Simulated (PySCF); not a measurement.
# C4H7NSi: the cost of one run

Programs: PySCF 2.14.0, with density-fitted response routines of our own. Each step states its level of theory. These are calculated values for one molecule in the gas phase, unless marked as measured. Atoms count from 0, in the outputs and in this text.

### Step 1. Starting geometry

13 atoms, charge 0, multiplicity 1; geometry from: GFN2-xTB. The atoms were then displaced at random by about 0.01 Å, so the start is not that level's minimum.

Bonds of the start (Å): C0–C1 1.20, C1–C2 1.43, C2–N3 1.21, N3–Si4 1.74, Si4–C5 1.89, C0–H6 1.06, C2–H7 1.11, Si4–H8 1.49, Si4–H9 1.48, C5–H10 1.09, C5–H11 1.08, C5–H12 1.09.

### Step 2. Optimising the geometry at PBE0-D3(BJ)/def2-SVP

Job settings and geometry (Å):

```
{"job": {"xc": "PBE0", "basis": "def2-SVP", "d3": "d3bj", "grid": 1, "shake": 0.01, "kind": "geom"}, "charge": 0, "multiplicity": 1}
C      2.861550     1.396430     0.142850
C      2.260210     0.399500    -0.142730
C      1.544360    -0.788490    -0.469960
N      0.420940    -1.073500    -0.134200
Si    -0.858110    -0.299940     0.752400
C     -2.275470    -0.074290    -0.483210
H      3.362940     2.305550     0.377580
H      2.150600    -1.498390    -1.063180
H     -0.552350     1.008790     1.405740
H     -1.178330    -1.293650     1.795920
H     -3.185450     0.229470     0.039620
H     -2.034030     0.671820    -1.224940
H     -2.511040    -1.000180    -1.006200
```

Command:

```sh
OMP_NUM_THREADS=1 python probes_run.py task.json out
```

One launch serves the whole session: the jobs run in the order shown.

**Question.** How long does this first job take on 1 thread of Arm Neoverse V2, shared host, and how much memory does it need?

About 35 s, with a peak of 0.51 GiB.
